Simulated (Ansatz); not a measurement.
The system is Rb3Mg.

```
Rb Mg
1.0
    -3.22727    3.22727    6.18757
     3.22727   -3.22727    6.18757
     3.22727    3.22727   -6.18757
Rb Mg
3 1
Direct
  0.25000 0.75000 0.50000
  0.75000 0.25000 0.50000
  0.50000 0.50000 0.00000
  0.00000 0.00000 0.00000
```

The cell comes from a database or a generator and needn't be the stable form of this composition.

- Program: Ansatz 0.2.0
- Task: single point
- Functional: PBE
- Potentials or basis: Ansatz PAW
- Cutoff: 420 eV (not typed: the program's choice for these potentials)
- k mesh: 6 × 6 × 6
- Occupations: fermi-dirac, width 0.05 eV
- Spin: no spin polarisation

On this cell: pressure 0.0 GPa; largest force under 0.003 eV/Å; band gap on the k mesh none (metal or under the smearing width).

The same run follows on a disturbed copy (atoms moved at random, drawn with an rms of 0.05 Å):

```xyz
4
Lattice="-3.2273 3.2273 6.1876 3.2273 -3.2273 6.1876 3.2273 3.2273 -6.1876" Properties=species:S:1:pos:R:3 pbc="T T T"
Rb    3.2423    0.0095    3.0551
Rb   -0.0085    3.2467    3.0952
Rb    0.0270    0.0030    6.1526
Mg    0.0099   -0.0071   -0.0222
```

Q: What changes?

A: The energy (extrapolated to zero smearing) moves by +0.2 meV/atom; pressure 0.0 GPa; largest force 0.025 eV/Å; band gap on the k mesh none (metal or under the smearing width).

Forces in eV/Å, atoms in the order of the input:
```
Rb  -0.008  0.001  0.001
Rb   0.017 -0.010 -0.015
Rb  -0.009  0.003  0.013
Mg   0.000  0.006  0.001
```

Stress tensor (GPa, compression positive):
```
 0.04  0.00  0.01
 0.00  0.08  0.00
 0.01  0.00 -0.02
```
